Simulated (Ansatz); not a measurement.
# C₂HBCl₂: a ladder of functionals and wavefunction methods

Aim: compute C₂HBCl₂ with functionals from several rungs and with coupled cluster. The yardstick is the atomisation energy at the CCSD(T) limit.

Method: functionals in def2-TZVPP, the program's frozen cores in correlated methods; program: Ansatz 0.2.0, Gaussian basis.

The runs, in order: LDA (SPW92), PBE-D4, revPBE-D4, BLYP-D4, r2SCAN-D4, B97M-V, PBE0-D4, B3LYP-D4, r2SCANh-D4, r2SCAN0-D4, HSE06-D4, BHLYP-D4, CAM-B3LYP-D4, LC-ωPBE, ωB97X-V, ωB97M-V, B2PLYP, PBE-QIDH; CCSD(T)/def2-SVP; CCSD(T)/def2-TZVPP; MP2/def2-QZVPP; extrapolation to the limit; RPA on PBE.

## Step 1: The relaxed structure

The geometry comes from an earlier relaxation with PBE0-D4 in a triple-zeta def2 set; it is a stationary point.

SMILES `C#CB(Cl)Cl`, 6 atoms, charge 0, spin multiplicity 1.

Atoms are counted from 1 here; the program's logs count them from 0.

Bond lengths: C1–C2 1.206 Å, C1–H6 1.066 Å, C2–B3 1.506 Å, B3–Cl4 1.742 Å, B3–Cl5 1.742 Å. Angles: C2–C1–H6 180.0°, C1–C2–B3 180.0°, C2–B3–Cl4 120.2°, C2–B3–Cl5 120.2°, Cl4–B3–Cl5 119.6°.

Geometry (Å):

```mol
C2HBCl2
  3D, bonds by distance, orders not assigned

  6  5  0  0  0  0  0  0  0  0999 V2000
   -1.0220    0.2880    1.2746 C   0  0
   -0.2797    0.0726    0.3495 C   0  0
    0.6478   -0.1967   -0.8063 B   0  0
    0.8254   -1.8139   -1.4284 Cl  0  0
    1.5489    1.1074   -1.5284 Cl  0  0
   -1.6784    0.4786    2.0926 H   0  0
  1  2  8  0
  2  3  8  0
  3  4  8  0
  3  5  8  0
  1  6  8  0
M  END
```

## Step 2: LDA

This LDA is Slater exchange with PW92 correlation.

File in.yaml:

```yaml
crystal:
  periodic: [false, false, false]
  atoms:
    - {symbol: C, position_ang: [-1.021995, 0.288042, 1.274617]}
    - {symbol: C, position_ang: [-0.279691, 0.072561, 0.349529]}
    - {symbol: B, position_ang: [0.647786, -0.196681, -0.806273]}
    - {symbol: Cl, position_ang: [0.825421, -1.813925, -1.428405]}
    - {symbol: Cl, position_ang: [1.548872, 1.107420, -1.528382]}
    - {symbol: H, position_ang: [-1.678393, 0.478581, 2.092613]}
basis:
  gaussian: {orbitals: def2-TZVPP}
hamiltonian: {xc: lda}
output: {orbitals: {seedname: orbitals}}
```

Started as:

```console
$ ansatz run in.yaml --threads 4 --pin off --events-out ev --progress --plain --max-ram 10444MiB
```

After this run come: PBE-D4 (GGA); revPBE-D4 (GGA); BLYP-D4 (GGA); r2SCAN-D4 (meta-GGA); B97M-V (meta-GGA); B3LYP-D4 (hybrid); r2SCANh-D4 (hybrid); r2SCAN0-D4 (hybrid); HSE06-D4 (hybrid); BHLYP-D4 (hybrid); CAM-B3LYP-D4 (range-separated); LC-ωPBE (range-separated); ωB97X-V (range-separated); ωB97M-V (range-separated); B2PLYP (double hybrid); PBE-QIDH (double hybrid); CCSD(T) in def2-SVP; CCSD(T) in def2-TZVPP; MP2 in def2-QZVPP; RPA on PBE orbitals.

**Question.** What will the summary of the whole plan be? Wanted: atomisation energy, CCSD(T)/CBS; farthest beyond LDA; mean size of error, GGA; mean size of error, meta-GGA; mean size of error, hybrid; mean size of error, range-separated; mean size of error, double hybrid; gap, smallest and largest; T1 diagnostic.

As calculated:

| quantity | value |
| --- | --- |
| atomisation energy, CCSD(T)/CBS | 2557.7 kJ/mol |
| functionals within 12.8 kJ/mol (0.5 %) | B3LYP-D4, r2SCAN0-D4, CAM-B3LYP-D4, LC-ωPBE, ωB97X-V, B2PLYP |
| farthest beyond LDA | PBE-D4 (+129.5 kJ/mol) |
| mean size of error, GGA | 66.1 kJ/mol |
| mean size of error, meta-GGA | 50.8 kJ/mol |
| mean size of error, hybrid | 42.1 kJ/mol |
| mean size of error, range-separated | 12.1 kJ/mol |
| mean size of error, double hybrid | 19.3 kJ/mol |
| gap, smallest and largest | 4.04 eV (LDA (SPW92)), 11.29 eV (LC-ωPBE) |
| T1 diagnostic | 0.0131 |
| triples share of the correlation energy | 4.8 % |

In words: The LDA atomisation energy is off by 438.1 kJ/mol (17 %): it overbinds. PBE-D4 misses by +129.5 kJ/mol. Double hybrids carry the basis error of their MP2 part in triple zeta, and no dispersion term here, so their miss is partly the set-up's. Taken by rung, range-separated functionals do best (12.1 kJ/mol on average) and GGA ones worst beyond LDA (66.1 kJ/mol). The reference freezes the cores and leaves out relativity and excitations past (T), so misses under about 12.8 kJ/mol can't be ranked. Hartree-Fock recovers 74 % of the binding; the rest is correlation. CCSD(T) in def2-SVP is off by -95.6 kJ/mol, more than most functionals: a good method in a small basis is no reference. The gap grows from 4.0 to 11.3 eV across the functionals, mostly with the share of exact exchange.
